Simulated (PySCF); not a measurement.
**MoH₂: quintet, from a PBE0 minimum start**

Where does quintet MoH₂ go from a PBE0 minimum start, is the end point a minimum, and what are its modes, charges and moments?

The runs use PySCF 2.14.0; PBE0, basis Mo def2-TZVP with ECP28, H def2-TZVP, scalar-relativistic core potentials, no spin–orbit coupling, density fitting.

## Step 1: The starting structure

3 atoms, charge 0, spin multiplicity 5.

Bond lengths: Mo1–H2 1.706 Å, Mo1–H3 1.706 Å. Angles: H2–Mo1–H3 108.1°.

Z-matrix (Å, degrees; charge 0 multiplicity 5):
```
Mo
H  1 1.7058
H  1 1.7058 2 108.12
```

## Step 2: The SCF at the typed geometry

One driver script runs all steps and calls PySCF; scf.py shows how it sets up the SCF of each step. The optimiser is the driver's own. After this first run the driver tries any further starts and a stability analysis.

scf.py reads:

```python
from pyscf import gto, scf, dft
mol = gto.M(atom='''
Mo     0.000000     0.000000    -0.020197
H      1.381129    -0.000000     0.980998
H     -1.381129     0.000000     0.980998''',
    basis={'Mo': 'def2-TZVP', 'H': 'def2-TZVP'},
    ecp={'Mo': 'def2-TZVP'},
    charge=0, spin=4)
mf = dft.UKS(mol, xc='PBE0')
mf.grids.atom_grid = (50, 194)
aux = {'Mo': 'def2-universal-JKFIT', 'H': 'def2-universal-JKFIT'}
mf = mf.density_fit(auxbasis=aux)
mf.conv_tol = 1e-08
mf.diis_space = 10
mf.max_cycle = 60
mf.init_guess = 'minao'
mf.verbose = 4
mf.kernel()
```

Run with:

```bash
> OMP_NUM_THREADS=2 python axn.py task.json out
```

The program printed:

```text
init E= -62.715845084732
[... the frontier-level lines of each cycle are left out ...]
cycle= 1 E= -69.1618266667463  delta_E= -6.45  |g|= 0.454  |ddm|= 2.48
cycle= 2 E= -69.0667900617803  delta_E= 0.095  |g|= 0.645  |ddm|= 1.06
cycle= 3 E= -69.2801246371167  delta_E= -0.213  |g|= 0.0521  |ddm|= 0.727
cycle= 4 E= -69.2820568839283  delta_E= -0.00193  |g|= 0.0411  |ddm|= 0.0773
cycle= 5 E= -69.2831731545275  delta_E= -0.00112  |g|= 0.00902  |ddm|= 0.0445
cycle= 6 E= -69.2833916432684  delta_E= -0.000218  |g|= 0.00401  |ddm|= 0.0289
cycle= 7 E= -69.2834339815973  delta_E= -4.23e-05  |g|= 0.00125  |ddm|= 0.0132
cycle= 8 E= -69.2834369628499  delta_E= -2.98e-06  |g|= 0.000139  |ddm|= 0.00414
cycle= 9 E= -69.2834370416181  delta_E= -7.88e-08  |g|= 3.49e-05  |ddm|= 0.000699
cycle= 10 E= -69.2834370436545  delta_E= -2.04e-09  |g|= 4.22e-06  |ddm|= 0.0001
Extra cycle  E= -69.2834370436888  delta_E= -3.43e-11  |g|= 2.34e-06  |ddm|= 1.16e-05
converged SCF energy = -69.2834370436888  <S^2> = 6.0473456  2S+1 = 5.0189025
```

This step, with its further starts and checks, took 5.1 s on 2 threads of AMD EPYC 7R43 (Zen 3), shared host.

Energies from each starting density:

```tsv
start	energy (Eh)
the minimal-basis guess	-69.283437
a thermally smeared density	-69.283437
a smeared PBE density	-69.283437
```

No lower solution of this spin turned up from the other starts or in the test of internal stability.

## Step 3: Relaxing the quintet from the PBE0 minimum start

The program finds C2v symmetry in the start, which this walk keeps. Threshold on the gradient: 0.0003 Eh/bohr, with a further test on the energy change.

scf.py, as its differences from that of step 2:

```diff
@@ -4 +4 @@
-H      1.381129    -0.000000     0.980998
+H      1.381129     0.000000     0.980998
@@ -16 +15,0 @@
-mf.init_guess = 'minao'
```

Steps of the walk:

```tsv
step	energy (Eh)	change (kJ/mol)	largest symmetric gradient (Eh/bohr)
0	-69.283437	0.00	0.00000
```

The walk took 0.7 s.

Positions (Å) and forces (eV/Å) along the way:

```
step 0
Mo   0.000   0.000  -0.020   0.000   0.000   0.000
H    1.381   0.000   0.981   0.000   0.000   0.000
H   -1.381   0.000   0.981   0.000   0.000   0.000
```

After 0 steps and 0.0 kJ/mol it ends at C2v: Mo–H 1.706 Å (×2); H–Mo–H 108.1°.

## Step 4: Frequencies

On the finer grid the gradient is checked again; gradients at displacements of ±0.02 bohr then give force constants and infrared intensities.

scf.py, as its differences from that of step 3:

```diff
@@ -10 +10 @@
-mf.grids.atom_grid = (50, 194)
+mf.grids.atom_grid = (75, 302)
@@ -13 +13 @@
-mf.conv_tol = 1e-08
+mf.conv_tol = 1e-10
```

The driver hands on the density of the step before, so the log starts near convergence.

Log of the central SCF (cycles and frontier levels):

```text
init E= -69.2834303290103
[... the frontier-level lines of each cycle are left out ...]
cycle= 1 E= -69.2834303290105  delta_E= -1.42e-13  |g|= 3.55e-07  |ddm|= 4.9e-07
Extra cycle  E= -69.2834303290101  delta_E= 3.69e-13  |g|= 4.55e-07  |ddm|= 6.58e-07
converged SCF energy = -69.2834303290101  <S^2> = 6.0473457  2S+1 = 5.0189026
```

The whole step took 12 s.

Geometry: C2v; Mo–H 1.706 Å (×2); H–Mo–H 108.1°.

Modes, for the most abundant isotopes:

| symmetry | ω (cm⁻¹) | IR (km/mol) |
| --- | --- | --- |
| a1 | 568 | 125 |
| b2 | 1823 | 332 |
| a1 | 1839 | 119 |

All wavenumbers are real: a minimum.

Properties at this point:

* Dipole moment: 2.95 D
* Highest occupied level: -6.03 eV
* Lowest empty level: -1.91 eV
* Rotational constants: 8.515, 4.384, 2.894 cm⁻¹
* Zero-point energy: 25.3 kJ/mol
* Principal polarisabilities: 52.5, 52.6, 53.9 bohr³
* Atomisation energy without zero-point energy: 465 kJ/mol
* Principal traceless quadrupole moments about the centre of mass: -2.23, 0.50, 1.73 D Å
* Entropy at 298.15 K and 1 bar (electronic part: spin only): 240.3 J/(mol K)
* Heat capacity Cp at 298.15 K: 38.0 J/(mol K)
* Enthalpy at 298.15 K above 0 K: 10.39 kJ/mol
* Rotational symmetry number: 2
* Spin squared ⟨S²⟩: 6.047

Populations by atom (charges in e):

```json
{"atom": "Mo1", "Mulliken": "0.26", "Löwdin": "0.18", "polar tensor": "0.73", "spin (Mulliken)": "4.35", "Mayer order to Mo1": "–"}
{"atom": "H2,3", "Mulliken": "-0.13", "Löwdin": "-0.09", "polar tensor": "-0.36", "spin (Mulliken)": "-0.18", "Mayer order to Mo1": "0.96"}
```

Outer orbital energies (eV). α occupied: -44.04, -43.98, -8.76, -8.48, -6.55, -6.46, -6.45, -6.03; empty: -1.91, -1.59, -0.77, 1.91. β occupied: -68.40, -40.97, -40.77, -40.29, -8.41, -8.06; empty: -1.29, -0.89, -0.71, -0.70.

Mulliken populations on Mo1 (outside its core potential): s 2.81, p 6.14, d 4.78, f 0.01.

## Step 5: Results

| quantity | value |
| --- | --- |
| minimum | quintet, C2v |
| geometry | Mo–H 1.706 Å (×2); H–Mo–H 108.1° |
| wavenumbers (cm⁻¹) | 568 (a1), 1823 (b2), 1839 (a1) |
| dipole moment | 2.95 D |
| highest occupied, lowest empty level (either spin) | -6.03, -1.91 eV |
| polar-tensor charge of Mo1 | +0.73 e |
| zero-point energy | 25.3 kJ/mol |
| entropy at 298.15 K | 240.3 J/(mol K) |
| atomisation energy (no zero-point energy) | 465 kJ/mol |
| ⟨S²⟩ | 6.047 |

The PBE0 minimum start keeps its C2v symmetry and ends in a minimum. In the infrared the band at 1823 cm⁻¹ (b2, stretch) leads. Most of the spin sits on Mo1 (Mulliken spin 4.35, against 4 for the whole molecule). Other starts or spin states, not run here, may lie lower. Open d and f shells are described by one determinant, and the ground state may have another occupation or spin.

The search up to here took 18 s.
